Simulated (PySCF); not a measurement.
**CH9NP2Si (SMILES CN[SiH](P)P): levels of theory compared**

Aim: a comparison of 6 runs (HF/STO-3G, HF/3-21G, HF/def2-SVP, wB97X/STO-3G, B3LYP/6-31G*, M06-2X/def2-SVP) of CH9NP2Si. The job is set up through a Python script.

The results are computed with PySCF 2.14.0.

## 1. The structure to begin with

CH9NP2Si: 14 atoms, total charge 0, spin state singlet. As SMILES, `CN[SiH](P)P`. Geometry: relaxed at GFN2-xTB. This is one conformer, not always the lowest.

Bond lengths: C1–N2 1.442 Å, N2–Si3 1.716 Å, Si3–P4 2.260 Å, Si3–P5 2.256 Å, C1–H6 1.095 Å, C1–H7 1.089 Å, C1–H8 1.091 Å, N2–H9 1.010 Å, Si3–H10 1.481 Å, P4–H11 1.384 Å, P4–H12 1.385 Å, P5–H13 1.383 Å, P5–H14 1.381 Å. Some angles: C1–N2–Si3 123.4°, N2–Si3–P4 105.4°, N2–Si3–P5 103.1°, P4–Si3–P5 120.3°, C1–N2–H9 112.4°, Si3–N2–H9 117.9°, N2–C1–H6 112.3°, N2–C1–H7 108.5°, N2–C1–H8 110.2°, N2–Si3–H10 116.7°.

## 2. Energy and forces at HF/STO-3G (run 1)

mol.xyz reads:

```xyz
14
CH9NP2Si
C     -1.713060     1.139820     0.868210
N     -0.436090     1.128180     0.197560
Si     0.143570    -0.209530    -0.707200
P     -0.182400    -2.014340     0.614080
P      2.232910     0.424850    -1.273470
H     -2.526610     1.457770     0.208550
H     -1.929230     0.130500     1.216370
H     -1.679620     1.808170     1.729920
H     -0.141650     2.051910    -0.084120
H     -0.569650    -0.519590    -1.967230
H      0.615980    -2.858150    -0.137460
H      0.850670    -1.728490     1.491090
H      2.849170    -0.093320    -0.149400
H      2.486010    -0.717790    -2.006880
```

calc.py reads:

```python
import pyscf.grad
from pyscf import gto, scf

mol = gto.M(
    atom='mol.xyz',
    verbose=4,
    max_memory=1860,
    basis='sto-3g',
    charge=0,
)

hf = scf.RHF(mol)
hf.conv_tol = 1e-10
hf.kernel()
if not hf.converged:
    hf = hf.newton().run(hf.mo_coeff, hf.mo_occ)

etot = hf.e_tot
print(f'total energy: {etot:.8f} hartree')
grad = hf.Gradients().kernel()
dip = hf.dip_moment()
pop, q = hf.mulliken_pop()
```

Run with:

```bash
OMP_NUM_THREADS=1 python calc.py
```

Standard output:

```text
PySCF version 2.14.0

[... 66 lines left out ...]
converged SCF energy = -1055.84496101714
total energy: -1055.84496102 hartree
[... 11 lines left out ...]
Dipole moment(X, Y, Z, Debye):  0.18470, -0.11126, -0.48252
[... 22 lines left out ...]
pop of  3 P 3s            1.72768
pop of  3 P 2px           1.98104
pop of  3 P 2py           1.97522
pop of  3 P 2pz           1.97441
pop of  3 P 3px           1.26833
pop of  3 P 3py           0.96296
pop of  3 P 3pz           0.92058
pop of  4 P 1s            1.99983
pop of  4 P 2s            1.99404
pop of  4 P 3s            1.72876
pop of  4 P 2px           1.97566
pop of  4 P 2py           1.98113
pop of  4 P 2pz           1.97389
pop of  4 P 3px           0.98826
pop of  4 P 3py           1.26867
pop of  4 P 3pz           0.89228
pop of  5 H 1s            0.95755
pop of  6 H 1s            0.94152
pop of  7 H 1s            0.94291
pop of  8 H 1s            0.85250
pop of  9 H 1s            1.17546
pop of  10 H 1s           1.12374
pop of  11 H 1s           1.11926
pop of  12 H 1s           1.11936
pop of  13 H 1s           1.12284
 ** Mulliken atomic charges  **
charge of    0C =     -0.08390
charge of    1N =     -0.54839
charge of    2Si =      0.59401
charge of    3P =      0.19593
charge of    4P =      0.19748
charge of    5H =      0.04245
charge of    6H =      0.05848
charge of    7H =      0.05709
charge of    8H =      0.14750
charge of    9H =     -0.17546
charge of   10H =     -0.12374
charge of   11H =     -0.11926
charge of   12H =     -0.11936
charge of   13H =     -0.12284
```

Run time: 6.6 s. Hardware: 1 thread of Intel Xeon at 2.70GHz, shared host; peak memory 0.12 GiB.

## 3. Energy and gradient at HF/3-21G (run 2)

job.py reads:

```python
# CN[SiH](P)P
from pyscf import gto, scf

molecule = gto.M(
    atom=[
    ('C', (-1.713060, 1.139820, 0.868210)),
    ('N', (-0.436090, 1.128180, 0.197560)),
    ('Si', (0.143570, -0.209530, -0.707200)),
    ('P', (-0.182400, -2.014340, 0.614080)),
    ('P', (2.232910, 0.424850, -1.273470)),
    ('H', (-2.526610, 1.457770, 0.208550)),
    ('H', (-1.929230, 0.130500, 1.216370)),
    ('H', (-1.679620, 1.808170, 1.729920)),
    ('H', (-0.141650, 2.051910, -0.084120)),
    ('H', (-0.569650, -0.519590, -1.967230)),
    ('H', (0.615980, -2.858150, -0.137460)),
    ('H', (0.850670, -1.728490, 1.491090)),
    ('H', (2.849170, -0.093320, -0.149400)),
    ('H', (2.486010, -0.717790, -2.006880)),
],
    basis='3-21g',
    verbose=4,
    max_memory=1860,
    charge=0,
)

myscf = scf.RHF(molecule)
myscf.conv_tol = 1e-10
myscf.kernel()
if not myscf.converged:
    myscf = myscf.newton().run(myscf.mo_coeff, myscf.mo_occ)

e_final = myscf.e_tot
print('E = %.10f Eh' % e_final)
grad = myscf.nuc_grad_method().kernel()
myscf.analyze()
```

Run with:

```bash
OMP_NUM_THREADS=1 python job.py
```

Standard output:

```text
PySCF version 2.14.0

[... 87 lines left out ...]
Two-electron Energy =                  764.997359098756078
[... 8 lines left out ...]
MO #5   energy= -11.1973265508889  occ= 2
[... 6 lines left out ...]
MO #12  energy= -5.33371774563951  occ= 2
[... 6 lines left out ...]
MO #19  energy= -0.922657328826771 occ= 2
[... 6 lines left out ...]
MO #26  energy= -0.538017495828693 occ= 2
[... 6 lines left out ...]
MO #33  energy= -0.341133148073261 occ= 2
[... 6 lines left out ...]
MO #40  energy= 0.246822573889027  occ= 0
[... 6 lines left out ...]
MO #47  energy= 0.468042062349609  occ= 0
[... 6 lines left out ...]
MO #54  energy= 0.671611031181039  occ= 0
[... 6 lines left out ...]
MO #61  energy= 1.06223747607636   occ= 0
[... 6 lines left out ...]
MO #68  energy= 1.39046101798462   occ= 0
[... 6 lines left out ...]
MO #75  energy= 2.8101224706336    occ= 0
[... 53 lines left out ...]
pop of  4 P 3px           1.11032
pop of  4 P 3py           1.41149
pop of  4 P 3pz           0.99874
pop of  4 P 4px           0.00601
pop of  4 P 4py           0.00626
pop of  4 P 4pz           0.01009
pop of  5 H 1s            0.91700
pop of  5 H 2s            0.00905
pop of  6 H 1s            0.89371
pop of  6 H 2s            0.00971
pop of  7 H 1s            0.89939
pop of  7 H 2s            0.00977
pop of  8 H 1s            0.77908
pop of  8 H 2s            0.01040
pop of  9 H 1s            1.13628
pop of  9 H 2s            0.00490
pop of  10 H 1s           1.00548
pop of  10 H 2s           0.00511
pop of  11 H 1s           1.00078
pop of  11 H 2s           0.00552
pop of  12 H 1s           1.00075
pop of  12 H 2s           0.00536
pop of  13 H 1s           1.00727
pop of  13 H 2s           0.00542
 ** Mulliken atomic charges  **
charge of    0C =     -0.13094
charge of    1N =     -0.61375
charge of    2Si =      0.69171
charge of    3P =     -0.12578
charge of    4P =     -0.11626
charge of    5H =      0.07396
charge of    6H =      0.09658
charge of    7H =      0.09083
charge of    8H =      0.21052
charge of    9H =     -0.14118
charge of   10H =     -0.01059
charge of   11H =     -0.00630
charge of   12H =     -0.00611
charge of   13H =     -0.01269
Dipole moment(X, Y, Z, Debye): -0.20310,  0.39754,  0.02088
```

Run time: 5.7 s. Hardware: 1 thread of Intel Xeon at 2.70GHz, shared host; peak memory 0.15 GiB.

Runs 3 to 5 aren't shown in full; the table further down has their settings and results.

## 4. Energy and forces at M06-2X/def2-SVP (run 6)

run.py reads:

```python
from pyscf import gto, dft

molecule = gto.Mole()
molecule.atom = '''
C       -1.713060       1.139820       0.868210
N       -0.436090       1.128180       0.197560
Si       0.143570      -0.209530      -0.707200
P       -0.182400      -2.014340       0.614080
P        2.232910       0.424850      -1.273470
H       -2.526610       1.457770       0.208550
H       -1.929230       0.130500       1.216370
H       -1.679620       1.808170       1.729920
H       -0.141650       2.051910      -0.084120
H       -0.569650      -0.519590      -1.967230
H        0.615980      -2.858150      -0.137460
H        0.850670      -1.728490       1.491090
H        2.849170      -0.093320      -0.149400
H        2.486010      -0.717790      -2.006880
'''
molecule.charge = 0
molecule.basis = 'def2-svp'
molecule.max_memory = 1860
molecule.spin = 0
molecule.verbose = 3
molecule.build()

calc0 = dft.RKS(molecule, xc='m06-2x')
calc0.grids.level = 5
calc0.conv_tol = 1e-10
calc0.kernel()
if not calc0.converged:
    calc0 = calc0.newton().run(calc0.mo_coeff, calc0.mo_occ)

energy = calc0.e_tot
print('E = %.10f Eh' % energy)
grad = calc0.nuc_grad_method().kernel()
calc0.analyze()
```

Run with:

```bash
OMP_NUM_THREADS=1 python run.py
```

Standard output:

```text
converged SCF energy = -1070.00205596785
[... 15 lines left out ...]
MO #6   energy= -6.83730090191431  occ= 2
[... 10 lines left out ...]
MO #17  energy= -3.87892279290419  occ= 2
[... 10 lines left out ...]
MO #28  energy= -0.421292743264474 occ= 2
[... 10 lines left out ...]
MO #39  energy= 0.105607452746159  occ= 0
[... 10 lines left out ...]
MO #50  energy= 0.356479095717831  occ= 0
[... 10 lines left out ...]
MO #61  energy= 0.565010827537904  occ= 0
[... 10 lines left out ...]
MO #72  energy= 0.755842362673008  occ= 0
[... 10 lines left out ...]
MO #83  energy= 0.993352526647848  occ= 0
[... 10 lines left out ...]
MO #94  energy= 1.54296183012225   occ= 0
[... 10 lines left out ...]
MO #105 energy= 1.79503799403159   occ= 0
[... 10 lines left out ...]
MO #116 energy= 2.23071824852502   occ= 0
[... 10 lines left out ...]
MO #127 energy= 3.3224274580164    occ= 0
[... 15 lines left out ...]
Dipole moment(X, Y, Z, Debye): -0.07589,  0.53071,  0.24113
```

Wall time 2 min (1 thread of Intel Xeon at 2.70GHz, shared host); peak memory 1.4 GiB.

## 5. All runs side by side

```
run                               level  integration grid  Cartesian functions   energy (Eh)  dipole moment (D)  HOMO energy (eV)  LUMO energy (eV)  wall time
  1                           HF/STO-3G                 –                   no  -1055.844961               0.53             -6.52              9.29      6.6 s
  2                            HF/3-21G                 –                   no  -1062.407278               0.45             -9.28              3.37      5.7 s
  3                         HF/def2-SVP                 –                   no  -1067.609355               0.60             -9.24              3.67       29 s
  4                        wB97X/STO-3G                 5                   no  -1058.173126               0.49             -5.72              7.24       38 s
  5  B3LYP/6-31G* (Cartesian functions)                 5                  yes  -1070.486171               0.52             -6.36              0.09       92 s
  6                     M06-2X/def2-SVP                 5                   no  -1070.002056               0.59             -7.77              1.08      2 min
```

## 6. Summary of results

```
                       quantity           value
            run 6: total energy  -1070.00206 Eh
           run 6: dipole moment          0.59 D
             run 6: HOMO energy        -7.77 eV
             run 6: LUMO energy         1.08 eV
           run 6: HOMO–LUMO gap         8.85 eV
run 6: largest force on an atom      1.050 eV/Å
```

The dipole moment (its size) runs from 0.45 D (HF/3-21G) to 0.60 D (HF/def2-SVP). The HOMO–LUMO gap runs from 6.45 eV (B3LYP/6-31G*) to 15.80 eV (HF/STO-3G). The two ends differ in method and basis. Totals of different functionals can't be ranked against each other. In runs 1, 4 the basis is minimal, so the values are rough. All runs together took 4.8 min, the longest 2 min.
